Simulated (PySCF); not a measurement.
# C2H5ClGe: core binding energies at several levels of theory, part 2 of 2

PySCF 2.14.0. Atoms count from 0. Earlier steps stand in the parts before.

### 6 Core holes by ΔSCF: HF, X2C

What the job is given:

```
{"job": {"kind": "xps", "xc": "HF"}, "charge": 0, "multiplicity": 1}
Cl     2.516414    -0.394939    -0.057003
C      0.811502    -0.122914    -0.155071
C     -0.104052    -0.972371     0.310832
Ge    -2.002458    -0.606108     0.169278
H      0.570428     0.827004    -0.641876
H      0.233583    -1.900920     0.783928
H     -2.694875    -1.707411    -0.654586
H     -2.182680     0.755417    -0.524915
H     -2.639821    -0.566607     1.570296
```

Method: delta-SCF UKS HF, pcX-2 on the ionised atom, pcseg-1 elsewhere, spin-free X2C.

Log:

```text
ground state, core basis on atom 0 (Cl), 140 functions
  cycle   1  E = -2631.80324338  |g| = 4.10e-01
  cycle   2  E = -2631.85415600  |g| = 2.26e-01
  cycle   3  E = -2631.86651076  |g| = 5.16e-02
  cycle   4  E = -2631.86785348  |g| = 1.43e-02
  cycle   5  E = -2631.86793789  |g| = 4.99e-03
  cycle   6  E = -2631.86795519  |g| = 2.14e-03
  cycle   7  E = -2631.86795797  |g| = 5.54e-04
  cycle   8  E = -2631.86795821  |g| = 1.57e-04
  E(ground) = -2631.86795821 Eh
hole in Cl 1s of atom 0
  cycle   1  E = -2526.65019601  |g| = 5.42e+00
  cycle   2  E = -2527.74008739  |g| = 1.16e+00
  cycle   3  E = -2527.86650747  |g| = 1.28e-01
  cycle   4  E = -2527.87116705  |g| = 3.51e-02
  cycle   5  E = -2527.87179371  |g| = 8.35e-03
  cycle   6  E = -2527.87188335  |g| = 4.53e-03
  cycle   7  E = -2527.87190701  |g| = 1.53e-03
  cycle   8  E = -2527.87191119  |g| = 5.76e-04
  cycle   9  E = -2527.87191167  |g| = 1.95e-04
  E(ion) = -2527.87191167 Eh   <S^2> = 0.7529   hole on atom = 1.000   binding energy = 2829.877 eV
hole in Cl 2p of atom 0
  cycle   1  E = -2623.83204242  |g| = 1.63e+00
  cycle   2  E = -2624.22931829  |g| = 5.69e-01
  cycle   3  E = -2624.28493853  |g| = 4.74e-02
  cycle   4  E = -2624.28642100  |g| = 2.72e-02
  cycle   5  E = -2624.28689275  |g| = 9.00e-03
  cycle   6  E = -2624.28704314  |g| = 4.81e-03
  cycle   7  E = -2624.28707590  |g| = 1.89e-03
  cycle   8  E = -2624.28708354  |g| = 1.02e-03
  cycle   9  E = -2624.28708688  |g| = 7.40e-04
  cycle  10  E = -2624.28708939  |g| = 6.71e-04
  cycle  11  E = -2624.28709193  |g| = 6.46e-04
  cycle  12  E = -2624.28709838  |g| = 5.98e-04
  cycle  13  E = -2624.28712211  |g| = 3.45e-04
  cycle  14  E = -2624.28713000  |g| = 1.62e-04
  E(ion) = -2624.28713000 Eh   <S^2> = 0.7716   hole on atom = 1.001   binding energy = 206.285 eV
  2p3/2 = 205.721 eV   2p1/2 = 207.327 eV
ground state, core basis on atom 1 (C), 129 functions
  cycle   1  E = -2631.68718325  |g| = 3.08e-02
  cycle   2  E = -2631.68734130  |g| = 7.38e-03
  cycle   3  E = -2631.68735725  |g| = 3.70e-03
  cycle   4  E = -2631.68736134  |g| = 7.18e-04
  cycle   5  E = -2631.68736172  |g| = 3.05e-04
  E(ground) = -2631.68736172 Eh
hole in C 1s of atom 1
  cycle   1  E = -2620.36852912  |g| = 1.50e+00
  cycle   2  E = -2620.60258324  |g| = 1.00e+00
  cycle   3  E = -2620.94458642  |g| = 1.49e-01
  cycle   4  E = -2620.95653746  |g| = 4.20e-02
  cycle   5  E = -2620.95834538  |g| = 2.48e-02
  cycle   6  E = -2620.95991318  |g| = 1.83e-02
  cycle   7  E = -2620.96143579  |g| = 1.42e-02
  cycle   8  E = -2620.96270729  |g| = 1.01e-02
  cycle   9  E = -2620.96371387  |g| = 3.97e-03
  cycle  10  E = -2620.96378370  |g| = 1.66e-03
  cycle  11  E = -2620.96379675  |g| = 7.86e-04
  cycle  12  E = -2620.96379849  |g| = 4.06e-04
  E(ion) = -2620.96379849 Eh   <S^2> = 1.0093   hole on atom = 1.000   binding energy = 291.803 eV
ground state, core basis on atom 2 (C), 129 functions
  cycle   1  E = -2631.68667667  |g| = 2.98e-02
  cycle   2  E = -2631.68679423  |g| = 8.71e-03
  cycle   3  E = -2631.68680939  |g| = 4.37e-03
  cycle   4  E = -2631.68681421  |g| = 3.61e-04
  E(ground) = -2631.68681421 Eh
hole in C 1s of atom 2
  cycle   1  E = -2620.43085205  |g| = 1.50e+00
  cycle   2  E = -2620.70443349  |g| = 9.42e-01
  cycle   3  E = -2621.01135966  |g| = 1.31e-01
  cycle   4  E = -2621.02018151  |g| = 3.46e-02
  cycle   5  E = -2621.02141613  |g| = 2.12e-02
  cycle   6  E = -2621.02253221  |g| = 1.55e-02
  cycle   7  E = -2621.02357569  |g| = 1.18e-02
  cycle   8  E = -2621.02436922  |g| = 8.45e-03
  cycle   9  E = -2621.02503712  |g| = 3.53e-03
  cycle  10  E = -2621.02512088  |g| = 1.09e-03
  cycle  11  E = -2621.02512616  |g| = 3.80e-04
  E(ion) = -2621.02512616 Eh   <S^2> = 0.9382   hole on atom = 1.000   binding energy = 290.119 eV
```

Run time: 17 s. Hardware: 1 thread of Arm Neoverse V1, shared host; peak memory 0.53 GiB.

The holes in one table. −ε is the ground-state orbital energy:

| hole | stands for | environment | ΔSCF (eV; 2p as the shell's mean) | −ε (eV) | ⟨S²⟩ |
| --- | --- | --- | --- | --- | --- |
| Cl1s on Cl0 | Cl0 | chlorine bonded to C | 2829.88 | 2863.1 | 0.753 |
| Cl2p on Cl0 | Cl0 | chlorine bonded to C | 206.26 | 218.6 | 0.772 |
| C1s on C1 | C1 | alkene CH bonded to Cl | 291.80 (doubtful) | 308.0 | 1.009 |
| C1s on C2 | C2 | alkene CH | 290.12 (doubtful) | 306.3 | 0.938 |

Doubtful: the ion did not converge, its hole moved, or its ⟨S²⟩ is well above 0.75.

With the spin-orbit splitting: Cl0 2p3/2 205.72, 2p1/2 207.33 eV. The table gives each 2p level as the mean over the whole 2p shell (two parts 2p3/2, one part 2p1/2), which differs a little from the single hole in the log.

### 7 Core holes by ΔSCF: SCAN, X2C

Same as in step 6 but for these lines:

```diff
@@ -1,2 +1,2 @@
-{"job": {"kind": "xps", "xc": "HF"}, "charge": 0, "multiplicity": 1}
+{"job": {"kind": "xps", "basis": "pcX-1"}, "charge": 0, "multiplicity": 1}
 Cl     2.516414    -0.394939    -0.057003
```

With the program's defaults for keys left out, this is: delta-SCF UKS SCAN, pcX-1 on the ionised atom, pcseg-1 elsewhere, spin-free X2C.

Log:

```text
ground state, core basis on atom 0 (Cl), 120 functions
  cycle   1  E = -2634.74945520  |g| = 3.39e-01
  cycle   2  E = -2634.71087226  |g| = 4.78e-01
  cycle   3  E = -2634.77248632  |g| = 1.38e-01
  cycle   4  E = -2634.77789913  |g| = 3.44e-02
  cycle   5  E = -2634.77819039  |g| = 1.21e-02
  cycle   6  E = -2634.77822957  |g| = 3.25e-03
  cycle   7  E = -2634.77823430  |g| = 7.51e-04
  cycle   8  E = -2634.77823402  |g| = 1.77e-04
  E(ground) = -2634.90228973 Eh
hole in Cl 1s of atom 0
  cycle   1  E = -2529.56701952  |g| = 5.47e+00
  cycle   2  E = -2529.61419596  |g| = 2.29e+00
  cycle   3  E = -2529.85514679  |g| = 1.25e+00
  cycle   4  E = -2530.62986345  |g| = 5.64e-01
  cycle   5  E = -2530.78546911  |g| = 2.24e-01
  cycle   6  E = -2530.81086155  |g| = 3.66e-02
  cycle   7  E = -2530.81139772  |g| = 1.64e-02
  cycle   8  E = -2530.81155409  |g| = 4.99e-03
  cycle   9  E = -2530.81157242  |g| = 1.93e-03
  cycle  10  E = -2530.81157290  |g| = 3.35e-04
  E(ion) = -2530.94369054 Eh   <S^2> = 0.7525   hole on atom = 1.000   binding energy = 2828.858 eV
hole in Cl 2p of atom 0
  cycle   1  E = -2626.70057624  |g| = 1.70e+00
  cycle   2  E = -2626.36138181  |g| = 1.44e+00
  cycle   3  E = -2626.82227672  |g| = 7.26e-01
  cycle   4  E = -2627.12825837  |g| = 2.52e-01
  cycle   5  E = -2627.16099533  |g| = 6.22e-02
  cycle   6  E = -2627.16341828  |g| = 1.56e-02
  cycle   7  E = -2627.16353638  |g| = 5.35e-03
  cycle   8  E = -2627.16354596  |g| = 2.17e-03
  cycle   9  E = -2627.16355038  |g| = 4.06e-04
  E(ion) = -2627.29639807 Eh   <S^2> = 0.7515   hole on atom = 1.001   binding energy = 206.967 eV
  2p3/2 = 206.354 eV   2p1/2 = 207.997 eV
ground state, core basis on atom 1 (C), 108 functions
  cycle   1  E = -2634.59978534  |g| = 2.86e-02
  cycle   2  E = -2634.59930813  |g| = 4.85e-02
  cycle   3  E = -2634.59991456  |g| = 1.05e-02
  cycle   4  E = -2634.59994359  |g| = 3.45e-03
  cycle   5  E = -2634.59994493  |g| = 8.88e-04
  cycle   6  E = -2634.59994387  |g| = 2.15e-04
  E(ground) = -2634.73757482 Eh
hole in C 1s of atom 1
  cycle   1  E = -2623.28369093  |g| = 1.51e+00
  cycle   2  E = -2621.51292681  |g| = 2.28e+00
  cycle   3  E = -2623.72818644  |g| = 4.78e-01
  cycle   4  E = -2623.78486817  |g| = 3.69e-01
  cycle   5  E = -2623.84861981  |g| = 1.88e-01
  cycle   6  E = -2623.86919094  |g| = 1.78e-02
  cycle   7  E = -2623.86942886  |g| = 7.01e-03
  cycle   8  E = -2623.86950272  |g| = 3.81e-03
  cycle   9  E = -2623.86953999  |g| = 2.46e-03
  cycle  10  E = -2623.86955330  |g| = 1.38e-03
  cycle  11  E = -2623.86956140  |g| = 6.23e-04
  cycle  12  E = -2623.86956200  |g| = 3.10e-04
  E(ion) = -2624.00341077 Eh   <S^2> = 0.8050   hole on atom = 1.000   binding energy = 292.091 eV
ground state, core basis on atom 2 (C), 108 functions
  cycle   1  E = -2634.59906854  |g| = 5.53e-02
  cycle   2  E = -2634.59580406  |g| = 1.22e-01
  cycle   3  E = -2634.59979129  |g| = 6.78e-03
  cycle   4  E = -2634.59980188  |g| = 3.40e-03
  cycle   5  E = -2634.59980627  |g| = 1.10e-03
  cycle   6  E = -2634.59980534  |g| = 2.52e-04
  E(ground) = -2634.73746150 Eh
hole in C 1s of atom 2
  cycle   1  E = -2623.33663211  |g| = 1.51e+00
  cycle   2  E = -2621.95802670  |g| = 2.13e+00
  cycle   3  E = -2623.76471580  |g| = 5.15e-01
  cycle   4  E = -2623.83665940  |g| = 3.78e-01
  cycle   5  E = -2623.91939780  |g| = 1.29e-01
  cycle   6  E = -2623.92643371  |g| = 3.91e-02
  cycle   7  E = -2623.92741271  |g| = 8.25e-03
  cycle   8  E = -2623.92751202  |g| = 3.98e-03
  cycle   9  E = -2623.92756071  |g| = 2.80e-03
  cycle  10  E = -2623.92758010  |g| = 9.97e-04
  cycle  11  E = -2623.92758144  |g| = 2.61e-04
  E(ion) = -2624.06386430 Eh   <S^2> = 0.8023   hole on atom = 1.000   binding energy = 290.443 eV
```

Run time: 13 s. Hardware: 1 thread of Arm Neoverse V1, shared host; peak memory 0.53 GiB.

Binding energies by hole, beside the orbital energy of the ground state; the difference holds orbital relaxation and, for a density functional, its self-interaction error:

| hole | stands for | environment | ΔSCF (eV; 2p as the shell's mean) | −ε (eV) | ⟨S²⟩ |
| --- | --- | --- | --- | --- | --- |
| Cl1s on Cl0 | Cl0 | chlorine bonded to C | 2828.86 | 2764.0 | 0.752 |
| Cl2p on Cl0 | Cl0 | chlorine bonded to C | 206.90 | 193.7 | 0.752 |
| C1s on C1 | C1 | alkene CH bonded to Cl | 292.09 | 275.6 | 0.805 |
| C1s on C2 | C2 | alkene CH | 290.44 | 274.1 | 0.802 |

With the spin-orbit splitting: Cl0 2p3/2 206.35, 2p1/2 208.00 eV. The table gives each 2p level as the mean over the whole 2p shell (two parts 2p3/2, one part 2p1/2), which differs a little from the single hole in the log.

### 8 Core-electron binding energies: SCAN, X2C

Same as in step 7 but for these lines:

```diff
@@ -1,2 +1,2 @@
-{"job": {"kind": "xps", "basis": "pcX-1"}, "charge": 0, "multiplicity": 1}
+{"job": {"kind": "xps", "basis": "def2-TZVP"}, "charge": 0, "multiplicity": 1}
 Cl     2.516414    -0.394939    -0.057003
```

With the program's defaults for keys left out, this is: delta-SCF UKS SCAN, def2-TZVP on the ionised atom, pcseg-1 elsewhere, spin-free X2C.

Log:

```text
ground state, core basis on atom 0 (Cl), 117 functions
  cycle   1  E = -2634.60003134  |g| = 3.30e-01
  cycle   2  E = -2634.56582168  |g| = 4.63e-01
  cycle   3  E = -2634.62365662  |g| = 1.30e-01
  cycle   4  E = -2634.62846313  |g| = 3.13e-02
  cycle   5  E = -2634.62870592  |g| = 1.16e-02
  cycle   6  E = -2634.62874047  |g| = 2.92e-03
  cycle   7  E = -2634.62874265  |g| = 8.20e-04
  cycle   8  E = -2634.62874289  |g| = 2.35e-04
  E(ground) = -2634.75199697 Eh
hole in Cl 1s of atom 0
  cycle   1  E = -2529.40716300  |g| = 3.72e+00
  cycle   2  E = -2527.97239962  |g| = 2.14e+00
  cycle   3  E = -2515.48997813  |g| = 3.61e+00
  cycle   4  E = -2530.21235037  |g| = 6.46e-01
  cycle   5  E = -2530.36980726  |g| = 5.03e-01
  cycle   6  E = -2530.50359388  |g| = 6.66e-02
  cycle   7  E = -2530.50635036  |g| = 2.32e-02
  cycle   8  E = -2530.50658397  |g| = 1.11e-02
  cycle   9  E = -2530.50664549  |g| = 4.13e-03
  cycle  10  E = -2530.50665865  |g| = 8.94e-04
  cycle  11  E = -2530.50665942  |g| = 2.30e-04
  E(ion) = -2530.64112963 Eh   <S^2> = 0.7522   hole on atom = 1.000   binding energy = 2833.001 eV
hole in Cl 2p of atom 0
  cycle   1  E = -2626.54154218  |g| = 1.62e+00
  cycle   2  E = -2624.99914770  |g| = 1.72e+00
  cycle   3  E = -2626.43423839  |g| = 8.53e-01
  cycle   4  E = -2626.94251960  |g| = 3.08e-01
  cycle   5  E = -2626.98754792  |g| = 1.37e-01
  cycle   6  E = -2626.99704823  |g| = 3.70e-02
  cycle   7  E = -2626.99775915  |g| = 1.02e-02
  cycle   8  E = -2626.99781173  |g| = 4.85e-03
  cycle   9  E = -2626.99782782  |g| = 9.76e-04
  cycle  10  E = -2626.99782515  |g| = 3.07e-04
  E(ion) = -2627.13028133 Eh   <S^2> = 0.7514   hole on atom = 1.001   binding energy = 207.397 eV
  2p3/2 = 206.800 eV   2p1/2 = 208.422 eV
ground state, core basis on atom 1 (C), 115 functions
  cycle   1  E = -2634.62157079  |g| = 2.25e-02
  cycle   2  E = -2634.62133028  |g| = 3.53e-02
  cycle   3  E = -2634.62168584  |g| = 9.51e-03
  cycle   4  E = -2634.62170937  |g| = 2.98e-03
  cycle   5  E = -2634.62171010  |g| = 1.11e-03
  cycle   6  E = -2634.62170920  |g| = 1.81e-04
  E(ground) = -2634.75971791 Eh
hole in C 1s of atom 1
  cycle   1  E = -2623.30453757  |g| = 1.47e+00
  cycle   2  E = -2621.49889050  |g| = 2.17e+00
  cycle   3  E = -2623.69962062  |g| = 5.33e-01
  cycle   4  E = -2623.80526561  |g| = 3.40e-01
  cycle   5  E = -2623.85238419  |g| = 2.01e-01
  cycle   6  E = -2623.87646723  |g| = 1.99e-02
  cycle   7  E = -2623.87677186  |g| = 7.97e-03
  cycle   8  E = -2623.87687397  |g| = 4.67e-03
  cycle   9  E = -2623.87692218  |g| = 3.32e-03
  cycle  10  E = -2623.87695338  |g| = 2.01e-03
  cycle  11  E = -2623.87696254  |g| = 9.35e-04
  cycle  12  E = -2623.87696570  |g| = 4.29e-04
  E(ion) = -2624.01087027 Eh   <S^2> = 0.8083   hole on atom = 1.000   binding energy = 292.491 eV
ground state, core basis on atom 2 (C), 115 functions
  cycle   1  E = -2634.62062760  |g| = 2.80e-02
  cycle   2  E = -2634.61990617  |g| = 5.87e-02
  cycle   3  E = -2634.62082299  |g| = 6.38e-03
  cycle   4  E = -2634.62083128  |g| = 2.21e-03
  cycle   5  E = -2634.62083581  |g| = 9.29e-04
  cycle   6  E = -2634.62083813  |g| = 2.19e-04
  E(ground) = -2634.75899338 Eh
hole in C 1s of atom 2
  cycle   1  E = -2623.35652706  |g| = 1.48e+00
  cycle   2  E = -2622.00213630  |g| = 1.99e+00
  cycle   3  E = -2623.73043032  |g| = 5.69e-01
  cycle   4  E = -2623.86718366  |g| = 3.19e-01
  cycle   5  E = -2623.92246415  |g| = 1.44e-01
  cycle   6  E = -2623.93194296  |g| = 3.49e-02
  cycle   7  E = -2623.93275788  |g| = 8.79e-03
  cycle   8  E = -2623.93287825  |g| = 4.34e-03
  cycle   9  E = -2623.93293511  |g| = 3.19e-03
  cycle  10  E = -2623.93295938  |g| = 1.28e-03
  cycle  11  E = -2623.93296659  |g| = 3.62e-04
  E(ion) = -2624.06941349 Eh   <S^2> = 0.8022   hole on atom = 1.000   binding energy = 290.878 eV
```

Run time: 15 s. Hardware: 1 thread of Arm Neoverse V1, shared host; peak memory 0.53 GiB.

The holes in one table. −ε is the ground-state orbital energy:

| hole | stands for | environment | ΔSCF (eV; 2p as the shell's mean) | −ε (eV) | ⟨S²⟩ |
| --- | --- | --- | --- | --- | --- |
| Cl1s on Cl0 | Cl0 | chlorine bonded to C | 2833.00 | 2764.7 | 0.752 |
| Cl2p on Cl0 | Cl0 | chlorine bonded to C | 207.34 | 194.0 | 0.751 |
| C1s on C1 | C1 | alkene CH bonded to Cl | 292.49 | 275.6 | 0.808 |
| C1s on C2 | C2 | alkene CH | 290.88 | 274.1 | 0.802 |

With the spin-orbit splitting: Cl0 2p3/2 206.80, 2p1/2 208.42 eV. The table gives each 2p level as the mean over the whole 2p shell (two parts 2p3/2, one part 2p1/2), which differs a little from the single hole in the log.

### 9 Core holes by ΔSCF: SCAN, non-relativistic

Same as in step 8 but for these lines:

```diff
@@ -1,2 +1,2 @@
-{"job": {"kind": "xps", "basis": "def2-TZVP"}, "charge": 0, "multiplicity": 1}
+{"job": {"kind": "xps", "x2c": false}, "charge": 0, "multiplicity": 1}
 Cl     2.516414    -0.394939    -0.057003
```

With the program's defaults for keys left out, this is: delta-SCF UKS SCAN, pcX-2 on the ionised atom, pcseg-1 elsewhere, non-relativistic.

Log:

```text
ground state, core basis on atom 0 (Cl), 140 functions
  cycle   1  E = -2616.09695682  |g| = 5.79e-01
  cycle   2  E = -2616.06113080  |g| = 4.80e-01
  cycle   3  E = -2616.09858904  |g| = 3.26e-01
  cycle   4  E = -2616.12578159  |g| = 1.07e-01
  cycle   5  E = -2616.12899830  |g| = 1.89e-02
  cycle   6  E = -2616.12908223  |g| = 8.83e-03
  cycle   7  E = -2616.12910410  |g| = 1.56e-03
  cycle   8  E = -2616.12910351  |g| = 7.20e-04
  cycle   9  E = -2616.12910061  |g| = 1.45e-04
  E(ground) = -2616.24973504 Eh
hole in Cl 1s of atom 0
  cycle   1  E = -2511.29886433  |g| = 5.42e+00
  cycle   2  E = -2510.39592577  |g| = 2.52e+00
  cycle   3  E = -2498.46390709  |g| = 3.60e+00
  cycle   4  E = -2512.44958888  |g| = 3.93e-01
  cycle   5  E = -2512.43060673  |g| = 4.49e-01
  cycle   6  E = -2512.52924654  |g| = 5.20e-02
  cycle   7  E = -2512.53014669  |g| = 3.40e-02
  cycle   8  E = -2512.53081269  |g| = 1.02e-02
  cycle   9  E = -2512.53087011  |g| = 3.83e-03
  cycle  10  E = -2512.53087677  |g| = 7.14e-04
  cycle  11  E = -2512.53087624  |g| = 2.02e-04
  E(ion) = -2512.66111205 Eh   <S^2> = 0.7526   hole on atom = 1.000   binding energy = 2818.790 eV
hole in Cl 2p of atom 0
  cycle   1  E = -2608.05459226  |g| = 1.69e+00
  cycle   2  E = -2606.92979374  |g| = 1.75e+00
  cycle   3  E = -2608.05989232  |g| = 7.95e-01
  cycle   4  E = -2608.45197260  |g| = 3.48e-01
  cycle   5  E = -2608.51106055  |g| = 1.13e-01
  cycle   6  E = -2608.51782224  |g| = 3.20e-02
  cycle   7  E = -2608.51832211  |g| = 1.06e-02
  cycle   8  E = -2608.51837568  |g| = 4.24e-03
  cycle   9  E = -2608.51838253  |g| = 7.32e-04
  cycle  10  E = -2608.51838261  |g| = 2.22e-04
  E(ion) = -2608.64868536 Eh   <S^2> = 0.7515   hole on atom = 1.001   binding energy = 206.835 eV
  2p3/2 = 206.231 eV   2p1/2 = 207.858 eV
ground state, core basis on atom 1 (C), 129 functions
  cycle   1  E = -2616.10851798  |g| = 4.29e-02
  cycle   2  E = -2616.10826811  |g| = 3.57e-02
  cycle   3  E = -2616.10846531  |g| = 2.61e-02
  cycle   4  E = -2616.10865303  |g| = 8.75e-03
  cycle   5  E = -2616.10866750  |g| = 1.50e-03
  cycle   6  E = -2616.10867024  |g| = 2.13e-04
  E(ground) = -2616.24471671 Eh
hole in C 1s of atom 1
  cycle   1  E = -2604.79293573  |g| = 1.51e+00
  cycle   2  E = -2602.94309969  |g| = 2.33e+00
  cycle   3  E = -2605.24555812  |g| = 4.67e-01
  cycle   4  E = -2605.28962663  |g| = 3.87e-01
  cycle   5  E = -2605.36215532  |g| = 1.84e-01
  cycle   6  E = -2605.38171390  |g| = 1.90e-02
  cycle   7  E = -2605.38197654  |g| = 7.66e-03
  cycle   8  E = -2605.38206195  |g| = 4.19e-03
  cycle   9  E = -2605.38210309  |g| = 2.77e-03
  cycle  10  E = -2605.38212111  |g| = 1.56e-03
  cycle  11  E = -2605.38212967  |g| = 6.60e-04
  cycle  12  E = -2605.38212906  |g| = 3.37e-04
  E(ion) = -2605.51435380 Eh   <S^2> = 0.8087   hole on atom = 1.000   binding energy = 291.988 eV
ground state, core basis on atom 2 (C), 129 functions
  cycle   1  E = -2616.10784179  |g| = 4.39e-02
  cycle   2  E = -2616.10733302  |g| = 4.98e-02
  cycle   3  E = -2616.10778012  |g| = 2.74e-02
  cycle   4  E = -2616.10798499  |g| = 4.00e-03
  cycle   5  E = -2616.10799329  |g| = 7.48e-04
  cycle   6  E = -2616.10799127  |g| = 2.56e-04
  E(ground) = -2616.24412371 Eh
hole in C 1s of atom 2
  cycle   1  E = -2604.84661975  |g| = 1.51e+00
  cycle   2  E = -2603.44525511  |g| = 2.16e+00
  cycle   3  E = -2605.28340782  |g| = 5.04e-01
  cycle   4  E = -2605.34362580  |g| = 3.93e-01
  cycle   5  E = -2605.43293186  |g| = 1.26e-01
  cycle   6  E = -2605.43951914  |g| = 4.04e-02
  cycle   7  E = -2605.44052981  |g| = 9.36e-03
  cycle   8  E = -2605.44064116  |g| = 4.22e-03
  cycle   9  E = -2605.44069313  |g| = 2.91e-03
  cycle  10  E = -2605.44071246  |g| = 1.14e-03
  cycle  11  E = -2605.44071469  |g| = 3.07e-04
  E(ion) = -2605.57537448 Eh   <S^2> = 0.8036   hole on atom = 1.000   binding energy = 290.311 eV
```

It took 16 s on 1 thread of Arm Neoverse V1, shared host; peak memory 0.53 GiB.

The holes in one table. −ε is the ground-state orbital energy:

| hole | stands for | environment | ΔSCF (eV; 2p as the shell's mean) | −ε (eV) | ⟨S²⟩ |
| --- | --- | --- | --- | --- | --- |
| Cl1s on Cl0 | Cl0 | chlorine bonded to C | 2818.79 | 2754.0 | 0.753 |
| Cl2p on Cl0 | Cl0 | chlorine bonded to C | 206.77 | 193.7 | 0.752 |
| C1s on C1 | C1 | alkene CH bonded to Cl | 291.99 | 275.6 | 0.809 |
| C1s on C2 | C2 | alkene CH | 290.31 | 274.1 | 0.804 |

With the spin-orbit splitting: Cl0 2p3/2 206.23, 2p1/2 207.86 eV. The table gives each 2p level as the mean over the whole 2p shell (two parts 2p3/2, one part 2p1/2), which differs a little from the single hole in the log.

### 10 Summary of results

This closing draws on all 2 parts.

| quantity | value |
| --- | --- |
| C1s binding energies, SCAN/pcX-2 | C1 292.08, C2 290.42 eV |
| Cl1s binding energies, SCAN/pcX-2 | Cl0 2828.83 eV |
| Cl2p binding energies, SCAN/pcX-2 | Cl0 206.79 eV |
| C1s binding energies, B3LYP/pcX-2 | C1 292.10, C2 290.48 eV |
| Cl1s binding energies, B3LYP/pcX-2 | Cl0 2826.48 eV |
| Cl2p binding energies, B3LYP/pcX-2 | Cl0 206.40 eV |
| C1s binding energies, PBE0/pcX-2 | C1 291.62, C2 289.99 eV |
| Cl1s binding energies, PBE0/pcX-2 | Cl0 2825.87 eV |
| Cl2p binding energies, PBE0/pcX-2 | Cl0 206.22 eV |
| C1s binding energies, PBE/pcX-2 | C1 291.15, C2 289.58 eV |
| Cl1s binding energies, PBE/pcX-2 | Cl0 2824.38 eV |
| Cl2p binding energies, PBE/pcX-2 | Cl0 205.76 eV |
| Cl1s binding energies, HF/pcX-2 | Cl0 2829.88 eV |
| Cl2p binding energies, HF/pcX-2 | Cl0 206.26 eV |
| C1s binding energies, SCAN/pcX-1 | C1 292.09, C2 290.44 eV |
| Cl1s binding energies, SCAN/pcX-1 | Cl0 2828.86 eV |
| Cl2p binding energies, SCAN/pcX-1 | Cl0 206.90 eV |
| C1s binding energies, SCAN/def2-TZVP | C1 292.49, C2 290.88 eV |
| Cl1s binding energies, SCAN/def2-TZVP | Cl0 2833.00 eV |
| Cl2p binding energies, SCAN/def2-TZVP | Cl0 207.34 eV |
| C1s binding energies, SCAN/pcX-2, non-relativistic | C1 291.99, C2 290.31 eV |
| Cl1s binding energies, SCAN/pcX-2, non-relativistic | Cl0 2818.79 eV |
| Cl2p binding energies, SCAN/pcX-2, non-relativistic | Cl0 206.77 eV |

**Reading.** Single values in the summary come from the first sound run of each kind (SCAN/pcX-2), which need not be the best level. At SCAN/pcX-2: The C1s levels kept as sound span 1.66 eV, from C2 (alkene CH) up to C1 (alkene CH bonded to Cl). At B3LYP/pcX-2: The C1s levels kept as sound span 1.62 eV, from C2 (alkene CH) up to C1 (alkene CH bonded to Cl). At PBE0/pcX-2: C1 (alkene CH bonded to Cl) binds its C1s electron 1.63 eV more tightly than C2 (alkene CH). At PBE/pcX-2: C1 (alkene CH bonded to Cl) binds its C1s electron 1.58 eV more tightly than C2 (alkene CH). At SCAN/pcX-1: C1 (alkene CH bonded to Cl) binds its C1s electron 1.65 eV more tightly than C2 (alkene CH). At SCAN/def2-TZVP: The C1s levels kept as sound span 1.61 eV, from C2 (alkene CH) up to C1 (alkene CH bonded to Cl). At SCAN/pcX-2, non-relativistic: The C1s levels kept as sound span 1.68 eV, from C2 (alkene CH) up to C1 (alkene CH bonded to Cl).
